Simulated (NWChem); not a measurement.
# the pair H2···BH2F, step by step

We compute a single-point energy (singlet BH4F, CCSD(T)/aug-cc-pVDZ), then the energy (singlet H2, CCSD(T)/aug-cc-pVDZ), then a single-point energy (singlet BH2F, CCSD(T)/aug-cc-pVDZ), then a single-point energy (singlet H2, CCSD(T)/aug-cc-pVDZ), then the energy (singlet BH2F, CCSD(T)/aug-cc-pVDZ) of BFH4 and its partners. 

The calculation is run with NWChem 7.3.0.

### 1 The structure to begin with

BH4F: 6 atoms, total charge 0, spin state singlet. The two molecules were placed rigidly side by side, at 1 times their contact distance; the pair isn't optimised.

Bond lengths: B3–F4 1.317 Å, B3–H5 1.197 Å, B3–H6 1.198 Å, H1–H2 0.746 Å. Angles: F4–B3–H5 117.8°, F4–B3–H6 117.8°, H5–B3–H6 124.4°.

### 2 The energy at CCSD(T)/aug-cc-pVDZ (run 1)

The input, mymol.nw:

```
start mymol
title "BFH4"
memory total 2200 mb
charge 0

geometry units angstrom noautosym nocenter noautoz
   H      0.319300    -0.099200     0.165500
   H     -0.319300     0.099200    -0.165500
   B     -2.457030    -1.639940    -1.697060
   F     -3.183970    -2.721420    -1.886320
   H     -1.322580    -1.655060    -2.080030
   H     -2.974640    -0.706940    -1.153360
end

basis spherical bse
   * library aug-cc-pVDZ
end

scf
   thresh 1e-08
   maxiter 80
   noprint "final vectors analysis"
end

ccsd
   freeze core 2
   maxiter 60
end

task ccsd(t) energy
```

Started as:

```
$ nwchem mymol.nw > mymol.out
```

Standard output (excerpt; [...] marks lines left out):

```text
[...]
  functions       =    82
[...]
  wavefunction    = RHF
[...]
         Total SCF energy =   -126.461135257402
      One-electron energy =   -238.272757500634
      Two-electron energy =     79.611436883028
 Nuclear repulsion energy =     32.200185360204
        Time for solution =      6.5s
[...]
 Total MP2 energy:           -126.781952402131949
[...]
             energy      energy      error      ampl     ampl      Block
                                                time     time      time
[...]
 Total CCSD energy:           -126.807992742637637
[...]
 Total CCSD+T(CCSD) energy:           -126.815855221661778
[...]
 Total CCSD(T) energy:                -126.814848368570026
[...]
```

Wall time 56 s (1 thread of Intel Xeon Platinum 8488C (Sapphire Rapids), shared host); peak memory 0.17 GiB.

### 3 H2: a single-point energy at CCSD(T)/aug-cc-pVDZ (run 2)

The input, m1.nw:

```
echo
start m1
title "H2"
memory stack 880 mb heap 220 mb global 1100 mb
charge 0

geometry units angstrom noautosym nocenter noautoz
   H        0.319300      -0.099200       0.165500
   H       -0.319300       0.099200      -0.165500
end

basis spherical bse
   * library aug-cc-pVDZ
end

scf
   nopen 0
   rhf
   thresh 1e-08
   maxiter 80
   print low
end

ccsd
   maxiter 60
end

task ccsd(t)
```

Started as:

```
$ nwchem m1.nw > m1.out
```

Standard output (excerpt; [...] marks lines left out):

```text
[...]
  functions       =    18
[...]
  wavefunction    = RHF
[...]
         Total SCF energy =     -1.128823075821
      One-electron energy =     -2.494209595236
      Two-electron energy =      0.656172227027
 Nuclear repulsion energy =      0.709214292389
        Time for solution =      0.0s
[...]
 Total MP2 energy:             -1.156163145962441
[...]
             energy      energy      error      ampl     ampl      Block
                                                time     time      time
[...]
 Total CCSD energy:             -1.164739090168061
[...]
 Total CCSD+T(CCSD) energy:             -1.164739090168061
[...]
 Total CCSD(T) energy:                  -1.164739090168061
[...]
```

Run time: 0.69 s. Hardware: 1 thread of Intel Xeon Platinum 8488C (Sapphire Rapids), shared host; peak memory 0.1 GiB.

### 4 BH2F: a single-point energy at CCSD(T)/aug-cc-pVDZ (run 3)

The input, mol.nw:

```
start mol
memory 2200 mb
geometry units angstroms noautosym nocenter noautoz
  B    -2.457030   -1.639940   -1.697060
  F    -3.183970   -2.721420   -1.886320
  H    -1.322580   -1.655060   -2.080030
  H    -2.974640   -0.706940   -1.153360
end
basis spherical bse
  * library aug-cc-pVDZ
end
scf
  thresh 1e-08
  maxiter 80
  print low
end
ccsd
  freeze core 2
  maxiter 60
end
task ccsd(t) energy
```

Started as:

```
$ nwchem mol.nw > mol.out
```

Standard output (excerpt; [...] marks lines left out):

```text
[...]
  functions       =    64
[...]
  wavefunction    = RHF
[...]
         Total SCF energy =   -125.332729862471
      One-electron energy =   -227.159961819846
      Two-electron energy =     74.651503493959
 Nuclear repulsion energy =     27.175728463416
        Time for solution =      3.0s
[...]
 Total MP2 energy:           -125.625404974494970
[...]
             energy      energy      error      ampl     ampl      Block
                                                time     time      time
[...]
 Total CCSD energy:           -125.642861168631768
[...]
 Total CCSD+T(CCSD) energy:           -125.650634243917878
[...]
 Total CCSD(T) energy:                -125.649631658905449
[...]
```

Run time: 22 s. Hardware: 1 thread of Intel Xeon Platinum 8488C (Sapphire Rapids), shared host; peak memory 0.13 GiB.

### 5 H2 among ghost functions: a single-point energy at CCSD(T)/aug-cc-pVDZ (with ghost functions) (run 4)

The input, h2.nw:

```
start h2
memory total 2200 mb
geometry units bohr noautosym nocenter noautoz
H      0.60338955    -0.18746083     0.31274967
H     -0.60338955     0.18746083    -0.31274967
bqB     -4.643114    -3.099037    -3.206979
bqF     -6.016831    -5.142738    -3.564628
bqH     -2.499314    -3.127610    -3.930687
bqH     -5.621255    -1.335923    -2.179535
end
basis spherical bse
H library aug-cc-pVDZ
bqB library B aug-cc-pVDZ
bqF library F aug-cc-pVDZ
bqH library H aug-cc-pVDZ
end
scf
thresh 1e-08
maxiter 80
print low
end
ccsd
maxiter 60
end
task ccsd(t) energy
```

Started as:

```
$ nwchem h2.nw > h2.out
```

Standard output (excerpt; [...] marks lines left out):

```text
[...]
  functions       =    82
[...]
  wavefunction    = RHF
[...]
         Total SCF energy =     -1.128850949565
      One-electron energy =     -2.494158306177
      Two-electron energy =      0.656093111874
 Nuclear repulsion energy =      0.709214244738
        Time for solution =      4.4s
[...]
 Total MP2 energy:             -1.156295946306412
[...]
             energy      energy      error      ampl     ampl      Block
                                                time     time      time
[...]
 Total CCSD energy:             -1.164877511328290
[...]
 Total CCSD+T(CCSD) energy:             -1.164877511328290
[...]
 Total CCSD(T) energy:                  -1.164877511328290
[...]
```

Run time: 34 s. Hardware: 1 thread of Intel Xeon Platinum 8488C (Sapphire Rapids), shared host; peak memory 0.11 GiB.

### 6 BH2F among ghost functions: a single-point energy at CCSD(T)/aug-cc-pVDZ (with ghost functions) (run 5)

The input, struct.nw:

```
start struct
memory total 2200 mb
geometry noautosym nocenter noautoz
   B    -2.457030   -1.639940   -1.697060
   F    -3.183970   -2.721420   -1.886320
   H    -1.322580   -1.655060   -2.080030
   H    -2.974640   -0.706940   -1.153360
   bqH      0.319300    -0.099200     0.165500
   bqH     -0.319300     0.099200    -0.165500
end
basis spherical bse
   B library aug-cc-pVDZ
   F library aug-cc-pVDZ
   H library aug-cc-pVDZ
   bqH library H aug-cc-pVDZ
end
scf
   singlet
   rhf
   thresh 1e-08
   maxiter 80
   print low
end
ccsd
   freeze core 2
   maxiter 60
end
task ccsd(t) energy
```

Started as:

```
$ nwchem struct.nw > struct.out
```

Standard output (excerpt; [...] marks lines left out):

```text
[...]
  functions       =    82
[...]
  wavefunction    = RHF
[...]
         Total SCF energy =   -125.332865198883
      One-electron energy =   -227.160916287427
      Two-electron energy =     74.652322625128
 Nuclear repulsion energy =     27.175728463416
        Time for solution =      6.7s
[...]
 Total MP2 energy:           -125.625651182024669
[...]
             energy      energy      error      ampl     ampl      Block
                                                time     time      time
[...]
 Total CCSD energy:           -125.643100369988957
[...]
 Total CCSD+T(CCSD) energy:           -125.650892630366386
[...]
 Total CCSD(T) energy:                -125.649888512735046
[...]
```

Run time: 50 s. Hardware: 1 thread of Intel Xeon Platinum 8488C (Sapphire Rapids), shared host; peak memory 0.16 GiB.

### 7 What came out

```
                                                                                                              quantity          value
                                                                              run 1, CCSD(T)/aug-cc-pVDZ: total energy  -126.81485 Eh
                                               run 1, CCSD(T)/aug-cc-pVDZ: correlation energy (2 core orbitals frozen)     -353.7 mEh
                                                                            run 1, CCSD(T)/aug-cc-pVDZ: (T) correction      -6.86 mEh
                                                                                                      H2: total energy    -1.16474 Eh
                                                                                                H2: correlation energy      -35.9 mEh
                                                                                                    H2: (T) correction       0.00 mEh
                                                                                                    BH2F: total energy  -125.64963 Eh
                                                                     BH2F: correlation energy (2 core orbitals frozen)     -316.9 mEh
                                                                                                  BH2F: (T) correction      -6.77 mEh
                                                                                H2 among ghost functions: total energy    -1.16488 Eh
                                                                          H2 among ghost functions: correlation energy      -36.0 mEh
                                                                              H2 among ghost functions: (T) correction       0.00 mEh
                                                                              BH2F among ghost functions: total energy  -125.64989 Eh
                                               BH2F among ghost functions: correlation energy (2 core orbitals frozen)     -317.0 mEh
                                                                            BH2F among ghost functions: (T) correction      -6.79 mEh
              interaction energy of the rigid parts H2 and BH2F (parts in their own basis; closest atoms 2.78 Å apart)      -0.013 eV
interaction energy of the rigid parts H2 and BH2F (parts in the whole basis, counterpoise; closest atoms 2.78 Å apart)      -0.002 eV
```

**Reading.** The interaction energy of the rigid parts H2 and BH2F (parts in their own basis; closest atoms 2.78 Å apart) is −0.01 eV (−0.3 kcal/mol). Without counterpoise this holds the superposition error of the basis. The interaction energy of the rigid parts H2 and BH2F (parts in the whole basis, counterpoise; closest atoms 2.78 Å apart) is −0.00 eV (−0.2 kJ/mol). The basis-set superposition error is 1.0 kJ/mol. The triples (run 1, CCSD(T)/aug-cc-pVDZ) make up 1.9 % of the correlation energy. The triples (H2) make up 0.0 % of the correlation energy. The triples (BH2F) make up 2.1 % of the correlation energy.
